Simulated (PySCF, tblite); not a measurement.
**C2H6NSSi radical: geometry, infrared bands and EPR parameters**

Aim: predict the infrared bands and EPR parameters of C2H6NSSi radical (`CC(=S)[SiH2][NH]`).

Programs: tblite 0.8.0 and PySCF 2.14.0, with density-fitted response routines of our own. Each step states its level of theory. These are calculated values for one molecule in the gas phase, unless marked as measured. Atoms are numbered from 0 throughout.

**1. Starting geometry**

11 atoms, charge 0, multiplicity 2; geometry from: force field or distance geometry start.

Bonds of the start (Å): C0–C1 1.51, C1–S2 1.42, C1–Si3 1.85, Si3–N4 1.79, C0–H5 1.09, C0–H6 1.11, C0–H7 1.10, Si3–H8 1.45, Si3–H9 1.50, N4–H10 1.06.

**2. Relaxing the molecule with GFN2-xTB**

What the job is given:

```
{"job": {"kind": "relax", "xc": "GFN2-xTB", "basis": "xTB"}, "charge": 0, "multiplicity": 2}
C      1.420100     0.514100    -0.143400
C      0.493700    -0.638500    -0.453200
S      0.913400    -1.675600    -1.331900
Si    -1.144400    -0.626400     0.398100
N     -1.568000     1.098100     0.618600
H      1.458800     1.153500    -1.026400
H      0.950400     1.109700     0.666400
H      2.442400     0.175700     0.090600
H     -2.163900    -1.384400    -0.296500
H     -0.862500    -1.184300     1.762600
H     -1.934400     1.460800    -0.310800
```

The run is started by

```bash
OMP_NUM_THREADS=1 python probes_run.py task.json out
```

The driver reads the jobs from task.json and runs them one after another.

**Question.** This job is followed by: GFN2-xTB harmonic vibrations, gas phase; UKS B3LYP, pcH-1 on C H N S Si, non-relativistic, mean-field spin-orbit, GIAO. Predict these results of the whole session: strongest single infrared mode (GFN2-xTB); zero-point energy (GFN2-xTB); g(iso) (B3LYP); ⟨S²⟩; largest a(iso) (averaged by class); potential on the surface of density 0.002 e/bohr³, 1st and 99th percentile.

The runs gave:

| quantity | value |
| --- | --- |
| strongest single infrared mode (GFN2-xTB) | 2231 cm⁻¹, 344 km/mol |
| zero-point energy (GFN2-xTB) | 45.5 kcal/mol |
| g(iso) (B3LYP) | 2.00646 |
| ⟨S²⟩ | 0.772 (exact 0.75) |
| largest a(iso) (averaged by class) | 13C on C1, 81.8 MHz |
| potential on the surface of density 0.002 e/bohr³, 1st and 99th percentile | -1.46 V and 1.54 V |

Relaxing lowered the energy by 1.816 eV in 126 steps; the close pair that moved most is C1–S2, from 1.423 to 1.598 Å. All 27 modes are real, so the xTB geometry is a minimum. The strongest single mode, at 2231 cm⁻¹, moves mainly H9. GFN2-xTB is a fitted tight-binding method: band positions and strengths are rough. Its intensities can rank the bands wrongly. Most of the unpaired spin sits on N4 (0.72 e). The isotropic g lies 4.1 ppt above the free-electron value. These values are for one conformer; the search (at its own cheap level) found 2 more, at 0.00, 1.67 kcal/mol (those within 0.05 may be mirror or relabelled copies), and measured spectra average over such forms.
